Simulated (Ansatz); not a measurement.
# Si4Ge2H12: vertical ionisation energy

An exercise on one series of results from a longer session: the logs are not shown, and one member is left open.

The runs use Ansatz 0.2.0, Gaussian basis; unrestricted cation, the program's frozen cores in correlated methods.

The runs, in order: UKS PBE-D4/def2-TZVPP; UKS r2SCAN-D4/def2-TZVPP; UKS PBE0-D4/def2-TZVPP; UKS B3LYP-D4/def2-TZVPP; UKS wB97X-V/def2-TZVPP; UKS wB97M-V/def2-TZVPP; UKS B2PLYP/def2-TZVPP; UHF-CCSD(T)/def2-TZVPP; UHF-MP2/def2-QZVPP; extrapolation to the limit; then −ε(HOMO) from the neutral's earlier runs with LDA (SPW92), PBE-D4, revPBE-D4, BLYP-D4, r2SCAN-D4, B97M-V, PBE0-D4, B3LYP-D4, r2SCANh-D4, r2SCAN0-D4, HSE06-D4, BHLYP-D4, CAM-B3LYP-D4, LC-ωPBE, ωB97X-V, ωB97M-V.

**Structure used throughout**

An earlier PBE0-D4 in a triple-zeta def2 set relaxation fixed the geometry.

SMILES `[SiH2]1[SiH2][GeH2][SiH2][SiH2][GeH2]1`, 18 atoms, charge 0, spin multiplicity 1.

Atoms are counted from 1 here; the program's logs count them from 0.

Bond lengths: Si1–Si2 2.334 Å, Si1–Ge6 2.387 Å, Si1–H7 1.489 Å, Si1–H8 1.490 Å, Si2–Ge3 2.388 Å, Si2–H9 1.490 Å, Si2–H10 1.489 Å, Ge3–Si4 2.388 Å, Ge3–H11 1.541 Å, Ge3–H12 1.541 Å, Si4–Si5 2.334 Å, Si4–H13 1.489 Å, Si4–H14 1.490 Å, Si5–Ge6 2.388 Å, Si5–H15 1.490 Å, Si5–H16 1.489 Å, Ge6–H17 1.541 Å, Ge6–H18 1.541 Å. Angles: Si2–Si1–Ge6 108.0°, Si2–Si1–H7 112.6°, Si2–Si1–H8 108.7°, Ge6–Si1–H7 110.4°, Ge6–Si1–H8 108.7°, H7–Si1–H8 108.3°, Si1–Si2–Ge3 108.0°, Si1–Si2–H9 108.7°, Si1–Si2–H10 112.6°, Ge3–Si2–H9 108.7°, Ge3–Si2–H10 110.4°, H9–Si2–H10 108.3°, Si2–Ge3–Si4 110.8°, Si2–Ge3–H11 109.4°, Si2–Ge3–H12 109.7°, Si4–Ge3–H11 109.7°, Si4–Ge3–H12 109.4°, H11–Ge3–H12 107.8° and more.

As a file:

```
Si    0.2671    2.0766   -0.6303
Si    1.9789    0.8511    0.3781
Ge    1.8003   -1.4118   -0.3621
Si   -0.4864   -2.0209   -0.6794
Si   -1.7604   -0.9072    0.9287
Ge   -1.7993    1.4125    0.3644
H     0.4588    3.5474   -0.4954
H     0.2294    1.7411   -2.0817
H     1.7873    0.8881    1.8554
H     3.3311    1.3931    0.0684
H     2.5710   -1.5793   -1.6860
H     2.4405   -2.3512    0.6784
H    -0.6434   -3.5003   -0.6105
H    -0.9193   -1.5671   -2.0311
H    -1.1007   -1.0659    2.2554
H    -3.1475   -1.4396    1.0298
H    -2.0491    2.2514    1.6327
H    -2.9581    1.6818   -0.6150
```

The first run:

Contents of in.yaml:

```yaml
crystal:
  periodic: [false, false, false]
  atoms:
    - {symbol: Si, position_ang: [0.267058, 2.076641, -0.630293]}
    - {symbol: Si, position_ang: [1.978906, 0.851096, 0.378087]}
    - {symbol: Ge, position_ang: [1.800292, -1.411801, -0.362064]}
    - {symbol: Si, position_ang: [-0.486396, -2.020865, -0.679357]}
    - {symbol: Si, position_ang: [-1.760366, -0.907151, 0.928724]}
    - {symbol: Ge, position_ang: [-1.799257, 1.412522, 0.364412]}
    - {symbol: H, position_ang: [0.458796, 3.547355, -0.495413]}
    - {symbol: H, position_ang: [0.229416, 1.741076, -2.081653]}
    - {symbol: H, position_ang: [1.787323, 0.888122, 1.855380]}
    - {symbol: H, position_ang: [3.331066, 1.393062, 0.068413]}
    - {symbol: H, position_ang: [2.570979, -1.579257, -1.685997]}
    - {symbol: H, position_ang: [2.440488, -2.351181, 0.678364]}
    - {symbol: H, position_ang: [-0.643434, -3.500252, -0.610470]}
    - {symbol: H, position_ang: [-0.919334, -1.567110, -2.031069]}
    - {symbol: H, position_ang: [-1.100734, -1.065855, 2.255438]}
    - {symbol: H, position_ang: [-3.147546, -1.439603, 1.029837]}
    - {symbol: H, position_ang: [-2.049143, 2.251445, 1.632708]}
    - {symbol: H, position_ang: [-2.958125, 1.681765, -0.615027]}
basis:
  gaussian: {orbitals: def2-TZVPP}
total_charge: 1
magnetization: {spin_polarized: true, initial_magnetization: 1}
hamiltonian: {xc: pbe, dispersion: d4}
```

Steps of the session up to this table: Cation, UKS PBE-D4/def2-TZVPP; Cation, UKS r2SCAN-D4/def2-TZVPP; Cation, UKS PBE0-D4/def2-TZVPP; Cation, UKS B3LYP-D4/def2-TZVPP; Cation, UKS wB97X-V/def2-TZVPP; Cation, UKS wB97M-V/def2-TZVPP; Cation, UKS B2PLYP (frozen core)/def2-TZVPP; Cation, UHF-CCSD(T)/def2-TZVPP; Cation, UHF-MP2/def2-QZVPP.

One table of the session follows, with a row left open; its other results are not shown here.

It belongs to the step «Ionisation energies side by side». Orbital estimates, from the neutral's runs:

```
  functional  −ε(HOMO) (eV)
 LDA (SPW92)           6.71
      PBE-D4           6.63
   revPBE-D4           6.60
     BLYP-D4           6.49
   r2SCAN-D4           6.88
      B97M-V           7.02
     PBE0-D4           7.65
    B3LYP-D4           7.47
  r2SCANh-D4           7.25
  r2SCAN0-D4           7.81
    HSE06-D4           7.27
    BHLYP-D4              ?
CAM-B3LYP-D4           8.85
     LC-ωPBE          10.09
     ωB97X-V           9.80
     ωB97M-V           9.59
```

Estimate the missing values for BHLYP-D4.

Worked estimate for «−ε(HOMO) (eV)». Against the share of exact exchange, BLYP-D4 (0, 6.49), B3LYP-D4 (0.2, 7.47) give a slope of 4.90 per unit share; at 0.5 the line stands at 8.94.

**Answer.** −ε(HOMO) (eV): 8.58. In «−ε(HOMO) (eV)» the line misses by +0.36.
